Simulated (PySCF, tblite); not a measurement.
**C3H10OSi2: a rotation path, then NMR shifts on frames, part 1 of 2**

How do NMR shifts of C3H10OSi2 (`C=CO[SiH2]C[SiH3]`) change as the atoms move?

Programs: tblite 0.8.0 and PySCF 2.14.0, with density-fitted response routines of our own. Each step states its level of theory. These are calculated values for one molecule in the gas phase, unless marked as measured. Atoms count from 0, in the outputs and in this text.

## Step 1: The starting structure

16 atoms, charge 0, multiplicity 1; geometry from: GFN2-xTB.

Bonds of the start (Å): C0–C1 1.32, C1–O2 1.34, O2–Si3 1.63, Si3–C4 1.89, C4–Si5 1.90, C0–H6 1.07, C0–H7 1.08, C1–H8 1.08, Si3–H9 1.47, Si3–H10 1.47, C4–H11 1.09, C4–H12 1.09, Si5–H13 1.47, Si5–H14 1.46, Si5–H15 1.47.

## Step 2: The rotation path with GFN2-xTB

What the job is given:

```
{"job": {"kind": "neb", "xc": "GFN2-xTB", "basis": "xTB", "atoms": [4, 3, 2, 1], "turn": 120}, "charge": 0, "multiplicity": 1}
C      3.059950    -0.237974     0.450668
C      2.094135     0.559286     0.868651
O      0.870278     0.678504     0.332700
Si     0.170270    -0.034126    -0.957184
C     -1.576883     0.682077    -0.909119
Si    -2.592756     0.244362     0.634294
H      4.008184    -0.263827     0.952635
H      2.926125    -0.882007    -0.399601
H      2.221759     1.213355     1.724639
H      0.174801    -1.494469    -0.820710
H      0.889553     0.326459    -2.186116
H     -2.103898     0.329134    -1.794277
H     -1.524866     1.766736    -1.000925
H     -3.913058     0.878578     0.531017
H     -1.938893     0.719006     1.854227
H     -2.772299    -1.208666     0.707690
```

Method: GFN2-xTB climbing-image nudged elastic band, gas phase.

The run is started by

```
OMP_NUM_THREADS=1 python probes_run.py task.json out
```

This one command runs all jobs of the session in turn.

What it wrote:

```text
image   E - E0 / eV
  0      -0.0000
  1       0.0074
  2       0.0323
  3       0.0630
  4       0.0816
  5       0.0736
  6       0.0502
  7       0.0359
  8       0.0149
```

It took 16 s on 1 thread, shared host.

The final band, with the dihedral C4–Si3–O2–C1:

```tsv
image	dihedral (°)	energy (eV)	energy (kcal/mol)
0	178	0.000	0.0
1	190	0.007	0.2
2	204	0.032	0.7
3	221	0.063	1.5
4	243	0.082	1.9
5	265	0.074	1.7
6	283	0.050	1.2
7	302	0.036	0.8
8	300	0.015	0.3
```

## Step 3: Nuclear shieldings: image 0, PBE0/pcSseg-1

What the job is given:

```
{"job": {"kind": "nmr", "xc": "PBE0", "basis": "pcSseg-1", "pop": false}, "charge": 0, "multiplicity": 1}
C      3.060000    -0.238000     0.450700
C      2.094100     0.559300     0.868700
O      0.870300     0.678500     0.332700
Si     0.170300    -0.034100    -0.957200
C     -1.576900     0.682100    -0.909100
Si    -2.592800     0.244400     0.634300
H      4.008200    -0.263800     0.952600
H      2.926100    -0.882000    -0.399600
H      2.221800     1.213400     1.724600
H      0.174800    -1.494500    -0.820700
H      0.889600     0.326500    -2.186100
H     -2.103900     0.329100    -1.794300
H     -1.524900     1.766700    -1.000900
H     -3.913100     0.878600     0.531000
H     -1.938900     0.719000     1.854200
H     -2.772300    -1.208700     0.707700
```

With the program's defaults for keys left out, this is: GIAO PBE0/pcSseg-1 NMR shielding, non-relativistic, gas phase.

What it wrote:

```text
coarse grid: 13792 points
cycle   1  E = -773.8996062191  dE =  4.894e-01  |g| = 6.709e-01  |ddm| = 3.494e+00
cycle   2  E = -773.8208412018  dE =  7.877e-02  |g| = 9.302e-01  |ddm| = 1.214e+00
cycle   3  E = -773.9849963343  dE = -1.642e-01  |g| = 1.233e-01  |ddm| = 8.155e-01
cycle   4  E = -773.9876566473  dE = -2.660e-03  |g| = 4.694e-02  |ddm| = 1.183e-01
cycle   5  E = -773.9881691542  dE = -5.125e-04  |g| = 1.388e-02  |ddm| = 4.355e-02
cycle   6  E = -773.9882141116  dE = -4.496e-05  |g| = 3.029e-03  |ddm| = 1.206e-02
cycle   7  E = -773.9882163017  dE = -2.190e-06  |g| = 6.210e-04  |ddm| = 2.955e-03
final grid: 122408 points
cycle   8  E = -774.0330451015  dE = -1.742e-05  |g| = 9.337e-03  |ddm| = 1.754e-02
cycle   9  E = -774.0330264608  dE =  1.864e-05  |g| = 1.360e-02  |ddm| = 1.430e-02
cycle  10  E = -774.0330620443  dE = -3.558e-05  |g| = 1.532e-03  |ddm| = 9.283e-03
cycle  11  E = -774.0330625731  dE = -5.288e-07  |g| = 2.610e-04  |ddm| = 1.480e-03
cycle  12  E = -774.0330625873  dE = -1.421e-08  |g| = 9.756e-05  |ddm| = 2.615e-04
cycle  13  E = -774.0330625897  dE = -2.372e-09  |g| = 1.960e-05  |ddm| = 8.384e-05
cycle  14  E = -774.0330625898  dE = -8.345e-11  |g| = 6.437e-06  |ddm| = 1.903e-05
converged SCF energy = -774.0330625898

GIAO shielding tensors (ppm)
atom      isotropic    diamagn.    paramagn.     s11        s22        s33       span
  0 C       92.196     259.177    -166.980     -5.957    119.619    162.927    168.884
  1 C       30.295     245.621    -215.326    -81.173     64.873    107.186    188.359
  2 O      223.722     400.983    -177.261    136.022    229.273    305.871    169.849
  3 Si     373.541     882.825    -509.284    327.128    367.699    425.796     98.668
  4 C      196.190     258.841     -62.652    181.609    196.324    210.637     29.028
  5 Si     424.057     879.755    -455.698    400.685    404.243    467.241     66.556
  6 H       27.318      28.278      -0.959     25.629     26.140     30.186      4.557
  7 H       27.348      33.455      -6.108     24.561     25.536     31.946      7.385
  8 H       25.045      29.129      -4.084     21.377     26.052     27.706      6.329
  9 H       26.641      32.470      -5.830     23.368     25.632     30.922      7.554
 10 H       26.451      31.019      -4.568     22.828     25.131     31.394      8.566
 11 H       32.318      31.041       1.277     26.967     29.122     40.865     13.897
 12 H       31.461      32.066      -0.605     26.978     28.615     38.791     11.813
 13 H       27.581      28.385      -0.804     23.960     25.318     33.467      9.507
 14 H       27.642      29.719      -2.078     23.679     26.917     32.329      8.649
 15 H       27.768      29.475      -1.706     24.493     25.941     32.870      8.377
```

Run time: 65 s. Hardware: 1 thread, shared host.

Shifts follow as δ = σ(reference) − σ, with reference shieldings (ppm) from runs at the same level and on the same kind of geometry: 1H TMS 31.72, 13C TMS 186.9, 29Si TMS 349.2, 17O H2O 336.1. The references are single molecules in the gas phase, so shifts against H2O, NH3, PH3, H3PO4 or CFCl3 are not on the usual liquid scales and can be off by tens of ppm. Each atom is listed at this fixed geometry, with no averaging over motion; a spectrum would average atoms that exchange fast.

```tsv
atoms	environment	σ (ppm)	δ (ppm)
C1	alkene carbon bearing oxygen	30.3	156.6
C0	β carbon of an enol-ether or enamine type C=C	92.2	94.7
C4	sp3 CH2 bonded to 2 Si	196.2	-9.3
H8	hydrogen on an alkene carbon bearing oxygen	25.05	6.67
H10	hydrogen on a silicon bonded to C, O	26.45	5.27
H9	hydrogen on a silicon bonded to C, O	26.64	5.08
H6	hydrogen on a β carbon of an enol-ether or enamine type C=C	27.32	4.40
H7	hydrogen on a β carbon of an enol-ether or enamine type C=C	27.35	4.37
H13	hydrogen on a silicon bonded to C	27.58	4.14
H14	hydrogen on a silicon bonded to C	27.64	4.08
H15	hydrogen on a silicon bonded to C	27.77	3.95
H12	hydrogen on an sp3 CH2 bonded to 2 Si	31.46	0.26
H11	hydrogen on an sp3 CH2 bonded to 2 Si	32.32	-0.60
O2	oxygen bonded to C, Si	223.7	112.4
Si3	silicon bonded to C, O, 2 H	373.5	-24.4
Si5	silicon bonded to C, 3 H	424.1	-74.9
```

Orbitals, density, ELF and potential are computed afterwards from the orbital file.

Frontier orbitals at PBE0/pcSseg-1, with the share of their density that lies nearest to each atom:

```tsv
orbital	energy (eV)	lies on
HOMO	-7.03	C0 39 %; C1 22 %; O2 22 %
LUMO	0.58	Si3 14 %; H9, H10 about 13 % each; H11 8 %
```

ELF in a plane through or near 7 of the atoms.

Values, 10 rows by 14 columns:
```
0.00 0.00 0.00 0.00 0.00 0.00 0.00 0.00 0.00 0.00 0.00 0.00 0.00 0.00
0.00 0.00 0.00 0.00 0.00 0.00 0.00 0.00 0.05 0.09 0.00 0.00 0.00 0.00
0.00 0.00 0.00 0.00 0.07 0.10 0.00 0.08 1.00 1.00 0.10 0.02 0.00 0.00
0.00 0.00 0.52 0.19 0.31 0.50 0.15 0.01 0.99 0.98 0.51 0.98 0.34 0.00
0.00 0.02 0.99 0.97 0.85 0.47 0.83 0.13 0.32 0.47 0.45 1.00 0.80 0.00
0.00 0.00 0.60 0.64 0.53 0.11 0.80 0.17 0.77 0.92 0.31 0.69 0.11 0.00
0.00 0.00 0.02 0.34 0.80 0.04 0.10 0.35 0.71 0.95 0.27 0.00 0.00 0.00
0.00 0.00 0.00 0.00 0.00 0.54 0.98 0.41 0.13 0.98 0.59 0.00 0.00 0.00
0.00 0.00 0.00 0.00 0.00 0.18 0.80 0.08 0.00 0.00 0.00 0.00 0.00 0.00
0.00 0.00 0.00 0.00 0.00 0.00 0.00 0.00 0.00 0.00 0.00 0.00 0.00 0.00
```
The map spans 13.4 Å across and 9.5 Å up, centred on the molecule. Atoms in the plane (x, y in Å): C0 (-3.1, 0.2), Si3 (-0.1, -1.0), Si5 (2.5, 0.8), H6 (-4.1, 0.6), H11 (2.2, -1.6), H13 (3.9, 0.9), H14 (1.8, 2.0).

On the surface of density 0.002 e/bohr³ the electrostatic potential runs, from the 1st to the 99th percentile, from -0.78 V near O2 to 1.17 V near H11.

## Step 4: Shielding tensors: image 2, PBE0/pcSseg-1

What the job is given:

```
{"job": {"kind": "nmr", "xc": "PBE0", "basis": "pcSseg-1", "pop": false}, "charge": 0, "multiplicity": 1}
C      3.182900     0.072100     0.267200
C      2.099300     0.393900     0.950100
O      0.829900     0.292700     0.529900
Si     0.126000    -0.296900    -0.817600
C     -1.510400     0.646500    -0.871000
Si    -2.688800     0.346600     0.585900
H      4.159800     0.216600     0.687200
H      3.120200    -0.334600    -0.725700
H      2.157200     0.806900     1.951700
H     -0.032800    -1.747000    -0.677500
H      0.916300    -0.026000    -2.024900
H     -2.020400     0.380400    -1.795400
H     -1.299100     1.714300    -0.937700
H     -3.885700     1.178100     0.402500
H     -2.063500     0.693200     1.861900
H     -3.098600    -1.060600     0.601800
```

Method: GIAO PBE0/pcSseg-1 NMR shielding, non-relativistic, gas phase.

What it wrote:

```text
coarse grid: 13792 points
cycle   1  E = -773.8977495087  dE =  4.884e-01  |g| = 6.722e-01  |ddm| = 3.493e+00
cycle   2  E = -773.8202925534  dE =  7.746e-02  |g| = 9.277e-01  |ddm| = 1.198e+00
cycle   3  E = -773.9834810740  dE = -1.632e-01  |g| = 1.226e-01  |ddm| = 8.011e-01
cycle   4  E = -773.9861002560  dE = -2.619e-03  |g| = 4.696e-02  |ddm| = 1.176e-01
cycle   5  E = -773.9866134280  dE = -5.132e-04  |g| = 1.385e-02  |ddm| = 4.383e-02
cycle   6  E = -773.9866582955  dE = -4.487e-05  |g| = 3.031e-03  |ddm| = 1.212e-02
cycle   7  E = -773.9866604863  dE = -2.191e-06  |g| = 6.190e-04  |ddm| = 2.973e-03
final grid: 122408 points
cycle   8  E = -774.0316836662  dE = -1.751e-05  |g| = 9.366e-03  |ddm| = 1.729e-02
cycle   9  E = -774.0316642515  dE =  1.941e-05  |g| = 1.375e-02  |ddm| = 1.455e-02
cycle  10  E = -774.0317006478  dE = -3.640e-05  |g| = 1.527e-03  |ddm| = 9.427e-03
cycle  11  E = -774.0317011763  dE = -5.285e-07  |g| = 2.640e-04  |ddm| = 1.469e-03
cycle  12  E = -774.0317011910  dE = -1.469e-08  |g| = 9.709e-05  |ddm| = 2.643e-04
cycle  13  E = -774.0317011934  dE = -2.331e-09  |g| = 1.937e-05  |ddm| = 8.227e-05
cycle  14  E = -774.0317011934  dE = -7.844e-11  |g| = 6.437e-06  |ddm| = 1.910e-05
converged SCF energy = -774.0317011934

GIAO shielding tensors (ppm)
atom      isotropic    diamagn.    paramagn.     s11        s22        s33       span
  0 C       91.873     258.409    -166.535     -9.220    119.615    165.225    174.445
  1 C       31.035     245.509    -214.474    -80.613     66.783    106.935    187.548
  2 O      229.482     401.231    -171.749    141.145    233.595    313.707    172.561
  3 Si     376.110     882.825    -506.715    327.965    375.092    425.273     97.309
  4 C      195.341     259.051     -63.711    179.206    196.104    210.712     31.506
  5 Si     423.941     879.488    -455.547    400.758    404.103    466.962     66.204
  6 H       27.287      28.077      -0.790     25.506     26.265     30.090      4.584
  7 H       27.224      33.189      -5.965     24.555     25.298     31.819      7.264
  8 H       25.082      29.254      -4.172     21.352     26.069     27.825      6.473
  9 H       26.762      31.695      -4.933     23.697     25.058     31.530      7.834
 10 H       26.240      31.804      -5.564     22.245     25.636     30.839      8.594
 11 H       32.308      31.152       1.156     26.830     29.315     40.780     13.950
 12 H       31.536      32.756      -1.219     26.998     28.925     38.686     11.687
 13 H       27.573      28.215      -0.642     23.955     25.335     33.428      9.473
 14 H       27.610      29.428      -1.818     23.661     26.844     32.325      8.664
 15 H       27.742      29.088      -1.346     24.484     25.857     32.885      8.401
```

It took 46 s on 1 thread, shared host.

Key values: δ C1 155.9, C0 95.1, C4 -8.4, O2 106.6, H8 6.63, H10 5.48 ppm.

(Continued in part 2 of 2.)
